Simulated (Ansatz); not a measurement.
# MgAu: how the settings move a relaxation

Aim: see which settings change the result for MgAu, by how much, and at what cost.

Computed with Ansatz 0.2.0 (reference: DFT, PBEsol, PAW with Ansatz's default frozen-core files, scalar-relativistic; relaxation of cell and atoms, unless a step's input says otherwise).

### Step 1. The structure to begin with

The structure is cubic, space group Pm-3m (No. 221). Conventional cell: a = 3.259 Å, b = 3.259 Å, c = 3.259 Å, α = 90.00°, β = 90.00°, γ = 90.00°. Mg (site symmetry m-3m) is surrounded by 8 Au at 2.82 Å. Around Au (site symmetry m-3m) lie 8 Mg at 2.82 Å.

Structure file:

```cif
data_structure
_symmetry_space_group_name_H-M 'Pm-3m'
_symmetry_Int_Tables_number 221
_cell_length_a 3.2590
_cell_length_b 3.2590
_cell_length_c 3.2590
_cell_angle_alpha 90.000
_cell_angle_beta 90.000
_cell_angle_gamma 90.000
_cell_volume 34.61
loop_
_atom_site_label
_atom_site_type_symbol
_atom_site_symmetry_multiplicity
_atom_site_Wyckoff_symbol
_atom_site_fract_x
_atom_site_fract_y
_atom_site_fract_z
_atom_site_occupancy
Mg1 Mg 1 b 0.50000 0.50000 0.50000 1
Au1 Au 1 a 0.00000 0.00000 0.00000 1
```

### Step 2. Reference

File input.yaml:

```yaml
crystal:
  lattice:
    - [3.259, 0.0, 0.0]
    - [0.0, 3.259, 0.0]
    - [0.0, 0.0, 3.259]
  atoms:
    - { symbol: Mg, position: [0.5, 0.5, 0.5] }
    - { symbol: Au, position: [0.0, 0.0, 0.0] }
kpoints:
  mp_grid: { grid: [14, 14, 14] }
scf:
  occupations: { method: fermi_dirac, width: 0.1 }
hamiltonian:
  xc: pbesol
  pseudopotentials: { kind: paw }
relax:
  f_tol: 0.002
  max_steps: 80
  cell: {}
output:
  forces: true
  stress: true
```

Command:

```sh
$ ansatz run input.yaml --threads 1 --pin off --max-ram 2560MiB --backend cpu --events-out ev --progress --plain --runs-dir out
```

### Step 3. Variant: preconditioner local_kerker, ecutrho_ratio 12

input.yaml: that of step 2 with these lines changed.

```diff
@@ -12,2 +12,3 @@
   occupations: { method: fermi_dirac, width: 0.1 }
+  mixing: { preconditioner: local_kerker }
 hamiltonian:
@@ -22 +23,3 @@
   stress: true
+basis:
+  ecutrho_ratio: 12
```

### Step 4. Changed: mp_grid.grid [11, 11, 11]

input.yaml: that of step 2 with these lines changed.

```diff
@@ -9,3 +9,3 @@
 kpoints:
-  mp_grid: { grid: [14, 14, 14] }
+  mp_grid: { grid: [11, 11, 11] }
 scf:
```

What does the calculation give? Wanted: for each run, ending; energy change; pressure; gap; force.

The runs gave:

| run | ending | energy change | pressure (GPa) | gap (eV) | force (eV/Å) | cycles | time |
| --- | --- | --- | --- | --- | --- | --- | --- |
| reference | converged | 0 | 0.0 | 0.00 | 0.00 | 10 | 2 s |
| 1: preconditioner local_kerker, ecutrho_ratio 12 | converged | +0.1 meV/atom | 0.0 | 0.00 | 0.00 | 10 | 2.1 s |
| 2: mp_grid.grid [11, 11, 11] | converged | +1.9 meV/atom | 0.0 | 0.00 | 0.00 | 10 | 1.1 s |

What this shows: Of the converged runs whose energies compare with the reference's, «mp_grid.grid [11, 11, 11]» moves the energy most (+1.9 meV/atom) and «preconditioner local_kerker, ecutrho_ratio 12» least (+0.1 meV/atom).
